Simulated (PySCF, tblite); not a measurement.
# H8O2S2Si3: geometry, infrared bands and NMR shifts

Aim: predict the infrared bands and NMR shifts of H8O2S2Si3 (`O[SiH2]O[SiH2]S[SiH2]S`).

The runs use tblite 0.8.0 and PySCF 2.14.0, with density-fitted response routines of our own; the level of theory stands in each step. All values are computed, except where a source is named. Atoms are numbered from 0 throughout.

## 1. The molecule as given

15 atoms, charge 0, multiplicity 1; geometry from: force field or distance geometry start.

Bonds of the start (Å): O0–Si1 1.65, Si1–O2 1.67, O2–Si3 1.65, Si3–S4 2.14, S4–Si5 2.13, Si5–S6 2.14, O0–H7 0.97, Si1–H8 1.47, Si1–H9 1.47, Si3–H10 1.47, Si3–H11 1.48, Si5–H12 1.47, Si5–H13 1.48, S6–H14 1.35.

## 2. Optimising the geometry with GFN2-xTB

What the job is given:

```
{"job": {"kind": "relax", "xc": "GFN2-xTB", "basis": "xTB"}, "charge": 0, "multiplicity": 1}
O     -4.057500     0.605000     1.378700
Si    -3.079200     0.795300     0.060400
O     -1.560500     0.245400     0.468900
Si    -0.093300     0.113800    -0.264700
S      1.228800    -0.769100     1.170100
Si     2.888400    -0.708800    -0.165200
S      4.545100    -1.607600     0.846000
H     -3.639900     0.191700     2.149600
H     -3.002400     2.216800    -0.301000
H     -3.609500     0.002900    -1.058800
H      0.405300     1.443300    -0.644400
H     -0.200300    -0.771500    -1.444400
H      2.596600    -1.463200    -1.392900
H      3.237300     0.701400    -0.467600
H      4.336800    -0.987500     2.024500
```

On the command line:

```bash
$ OMP_NUM_THREADS=1 python probes_run.py task.json out
```

One launch serves the whole session: the jobs run in the order shown.

**Question.** This job is followed by: GFN2-xTB harmonic vibrations, gas phase; GIAO PBE0/pcSseg-1 NMR shielding, non-relativistic, gas phase. Predict these results of the whole session: strongest single infrared mode (GFN2-xTB); zero-point energy (GFN2-xTB); 1H shifts against TMS (PBE0/pcSseg-1, means over atoms taken as alike); 17O shifts against H2O (PBE0/pcSseg-1); 29Si shifts against TMS (PBE0/pcSseg-1); 33S shifts against CS2 (PBE0/pcSseg-1).

The runs gave:

```
                                                              quantity                             value
                             strongest single infrared mode (GFN2-xTB)             1103 cm⁻¹, 563 km/mol
                                          zero-point energy (GFN2-xTB)                     49.7 kcal/mol
1H shifts against TMS (PBE0/pcSseg-1, means over atoms taken as alike)  5.60, 5.38, 5.09, 2.50, 0.37 ppm
                                17O shifts against H2O (PBE0/pcSseg-1)                    64.3, 47.9 ppm
                               29Si shifts against TMS (PBE0/pcSseg-1)           -23.1, -28.4, -33.5 ppm
                                33S shifts against CS2 (PBE0/pcSseg-1)                    -246, -259 ppm
```

Over 150 steps the energy fell by 0.258 eV; of the close pairs, O2–Si3 changed most, 1.646 to 1.593 Å. No mode is imaginary among the 39: a minimum at this level. The strongest single mode, at 1103 cm⁻¹, moves mainly O2. Unscaled tight-binding wavenumbers are off by several per cent, some by more. Its intensities can rank the bands wrongly.
